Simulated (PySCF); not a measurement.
# C2H6BClP− (SMILES C=C[BH-](P)Cl) at MP2/6-31G(d) (spherical functions)

Aim: the vertical ionisation energy of C2H6BClP− at MP2/6-31G* (spherical functions), from 2 runs. Input form: a Python script.

The calculation is run with PySCF 2.14.0.

**1. The system as given**

C2H6BClP− has 11 atoms, charge -1, and is taken as a singlet. As SMILES, `C=C[BH-](P)Cl`. The shape is that of a GFN2-xTB optimisation. This is one conformer, not always the lowest.

Bond lengths: C1–C2 1.326 Å, C2–B3 1.591 Å, B3–P4 2.001 Å, B3–Cl5 1.876 Å, C1–H6 1.085 Å, C1–H7 1.081 Å, C2–H8 1.090 Å, B3–H9 1.198 Å, P4–H10 1.387 Å, P4–H11 1.387 Å. Some angles: C1–C2–B3 125.7°, C2–B3–P4 108.3°, C2–B3–Cl5 109.5°, P4–B3–Cl5 105.3°, C1–C2–H8 116.9°, B3–C2–H8 117.3°, C2–C1–H6 123.5°, C2–C1–H7 121.2°, C2–B3–H9 116.2°, P4–B3–H9 108.9°.

**2. The energy at MP2/6-31G(d) (spherical functions)**

File input.py:

```python
# C=C[BH-](P)Cl
from pyscf import gto, scf, mp

system = gto.M(
    atom='''
C     -1.562085     1.668401     2.460367
C     -1.438214     0.626142     0.185666
B      0.977820     0.598287    -1.604359
P      2.639305    -2.784568    -1.307898
Cl    -0.051060     0.842969    -4.987913
H     -3.219508     1.565733     3.663839
H      0.024585     2.690668     3.242619
H     -3.114533    -0.374525    -0.474094
H      2.521443     2.208712    -1.221973
H      0.453629    -4.229793    -1.265342
H      2.768638    -2.812045     1.309070
''',
    max_memory=1860,
    unit='bohr',
    basis='6-31g*',
    charge=-1,
    verbose=3,
)

myscf = scf.RHF(system)
myscf.conv_tol = 1e-10
myscf.kernel()
if not myscf.converged:
    myscf = myscf.newton().run(myscf.mo_coeff, myscf.mo_occ)

pt = mp.MP2(myscf, frozen=13).run()
e_final = pt.e_tot
print('E(%s) = %.9f' % ('MP2', e_final))
```

Command:

```sh
$ OMP_NUM_THREADS=1 python input.py
```

Output:

```text
converged SCF energy = -904.154142228097
E(RMP2) = -904.727819390939  E_corr = -0.573677162841557
E(SCS-RMP2) = -904.722169955753  E_corr = -0.568027727655536
E(MP2) = -904.727819391
```

Wall time 3.3 s (1 thread of Arm Neoverse V1, shared host); peak memory 0.21 GiB.

**3. Doublet neutral C2H6BClP, same level**

File run.py:

```python
from pyscf import gto, mp

system = gto.M(
    atom='''
C   -0.826620   0.882880   1.301970
C   -0.761070   0.331340   0.098250
B    0.517440   0.316600  -0.848990
P    1.396660  -1.473530  -0.692110
Cl  -0.027020   0.446080  -2.639490
H   -1.703690   0.828550   1.938820
H    0.013010   1.423840   1.715920
H   -1.648140  -0.198190  -0.250880
H    1.334290   1.168800  -0.646640
H    0.240050  -2.238310  -0.669590
H    1.465100  -1.488070   0.692730
''',
    spin=1,
    charge=0,
    basis='6-31g*',
    max_memory=1860,
    verbose=3,
)

calc0 = system.UHF()
calc0.conv_tol = 1e-10
calc0.kernel()
if not calc0.converged:
    calc0 = calc0.newton().run(calc0.mo_coeff, calc0.mo_occ)

pt = mp.MP2(calc0, frozen=13).run()
energy = pt.e_tot
print(f'total energy: {energy:.8f} hartree')
```

Command:

```sh
$ OMP_NUM_THREADS=1 python run.py
```

Output:

```text
converged SCF energy = -904.054837217504  <S^2> = 0.90708587  2S+1 = 2.1513585
E(UMP2) = -904.604049399772  E_corr = -0.549212182267385
E(SCS-UMP2) = -904.597854912043  E_corr = -0.543017694538682
total energy: -904.60404940 hartree
```

Run time: 5.4 s. Hardware: 1 thread of Arm Neoverse V1, shared host; peak memory 0.23 GiB.

**4. What came out**

At MP2/6-31G* (spherical functions), 13 core orbitals frozen:

| quantity | value |
| --- | --- |
| singlet C2H6BClP−: total energy | -904.72782 Eh |
| singlet C2H6BClP−: HOMO energy (Hartree–Fock orbitals) | -3.86 eV |
| singlet C2H6BClP−: LUMO energy (Hartree–Fock orbitals) | 8.99 eV |
| singlet C2H6BClP−: HOMO–LUMO gap (to an unbound level, set by the basis) | 12.85 eV |
| singlet C2H6BClP−: correlation energy (13 core orbitals frozen) | -573.7 mEh |
| doublet neutral C2H6BClP: total energy | -904.60405 Eh |
| doublet neutral C2H6BClP: dipole moment (Hartree–Fock density) | 5.19 D |
| doublet neutral C2H6BClP: HOMO energy (Hartree–Fock orbitals) (highest over α and β) | -10.14 eV |
| doublet neutral C2H6BClP: LUMO energy (Hartree–Fock orbitals) (lowest over α and β) | -1.57 eV |
| doublet neutral C2H6BClP: correlation energy (13 core orbitals frozen) | -549.2 mEh |
| doublet neutral C2H6BClP: ⟨S²⟩ of the reference determinant | 0.907 |
| vertical detachment energy (to the doublet neutral) | 3.368 eV |

What this shows: Removing an electron at fixed nuclei costs 3.37 eV (325 kJ/mol). Mulliken charges (singlet C2H6BClP−) of the mean-field density run from -0.46 on Cl5 to +0.13 on H7; they depend strongly on the basis. ⟨S²⟩ (doublet neutral C2H6BClP) is 0.91 where a pure doublet has 0.75: the reference is spin-contaminated.
